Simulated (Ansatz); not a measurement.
# WO+ (doublet): the correlation ladder, def2-TZVPP

The task here is to estimate one member of a computed series from the others.

The runs use Ansatz 0.2.0, Gaussian basis; def2-TZVPP, core rule «outside noble gas», up to 5 orbitals frozen.

To be run: UHF; CCSD(T) on ROHF; CCSD(T) on UHF; CCSDT(Q) on ROHF; CCSDT(Q) on UHF; CASSCF and MRCISD+Q, 11 electrons in 10 orbitals; CASSCF and NEVPT2, 11 electrons in 10 orbitals.

2 further runs of the same task are left out: 2 set aside as unsound or not needed.

## The system

The geometry is a PBE0/def2-TZVP stationary point (not a proven minimum). No spin-orbit coupling is included. Elements past krypton take def2 core potentials.

2 atoms, charge 1, spin multiplicity 2.

Atoms are counted from 1 here; the program's logs count them from 0.

Bond lengths: W1–O2 1.631 Å.

Coordinates:

```
W     0.00000    0.00000    0.00000
O     0.00000    0.00000    1.63120
```

Set-up of the first run:

Contents of in.yaml:

```yaml
crystal:
  periodic: [false, false, false]
  atoms:
    - {symbol: W, position_ang: [0.000000, 0.000000, 0.000000]}
    - {symbol: O, position_ang: [0.000000, 0.000000, 1.631200]}
basis:
  gaussian: {orbitals: def2-TZVPP}
total_charge: 1
magnetization: {spin_polarized: true, initial_magnetization: 1}
hamiltonian: {xc: hf}
output: {orbitals: {seedname: orbitals}}
```

Command:

```bash
> ansatz run in.yaml --threads 1 --pin off --events-out ev --progress --plain --max-ram 4096MiB --backend cpu
```

Among the steps run: UHF; CCSD(T) on ROHF; CCSD(T) on UHF; CCSDT(Q) on ROHF; CCSDT(Q) on UHF; CASSCF and MRCISD+Q, 11 electrons in 10 orbitals; CASSCF and NEVPT2, 11 electrons in 10 orbitals.

One of the session's tables, all rows but one given; the rest of the session is left out.

```
          method  from RCCSDT(Q) (kJ/mol)
            RMP2                    +29.4
            UMP2                    -38.2
           RCCSD                    +96.2
           UCCSD                     -3.1
        RCCSD(T)                        ?
        UCCSD(T)                    -96.2
          RCCSDT                     -5.6
          UCCSDT                   -105.7
       RCCSDT(Q)                        0
       UCCSDT(Q)                   -115.7
  CASSCF valence                   +641.4
  NEVPT2 valence                   +108.2
  MRCISD valence                    +37.8
MRCISD+Q valence                     -1.4
```

Estimate the missing values for RCCSD(T).

**Answer.** from RCCSDT(Q) (kJ/mol): +7.9. In the column «from RCCSDT(Q) (kJ/mol)» it lies between RCCSDT(Q) (0) and RMP2 (+29.4).

Among the levels timed on like hardware and quicker than the yardstick, those that no quicker one beats, quickest first: NEVPT2 valence (11 s, +108.2 kJ/mol); RCCSD(T) (13 s, +7.9 kJ/mol); MRCISD+Q valence (15 s, -1.4 kJ/mol).

Left out of the table: ROHF, UHF (another determinant or state than the rows shown).

Limits of these values: The determinant is far from a pure spin state, so its energy mixes those of several spin states (harmless only where they are near-degenerate, as at dissociation). The report flags that the cluster equations may have other roots. The program flags UCCSD(T), RCCSDT(Q), UCCSDT(Q) as in doubt, so the zero of the table is itself unsure. Warnings: spin contamination; coupled cluster took another determinant than the lowest. Restricted and unrestricted rows rest on different reference determinants; where their highest levels disagree by more than a few hundredths of an eV, they describe different states and don't form one ladder. Warnings in the runs' records: other amplitudes, other roots, large difference.
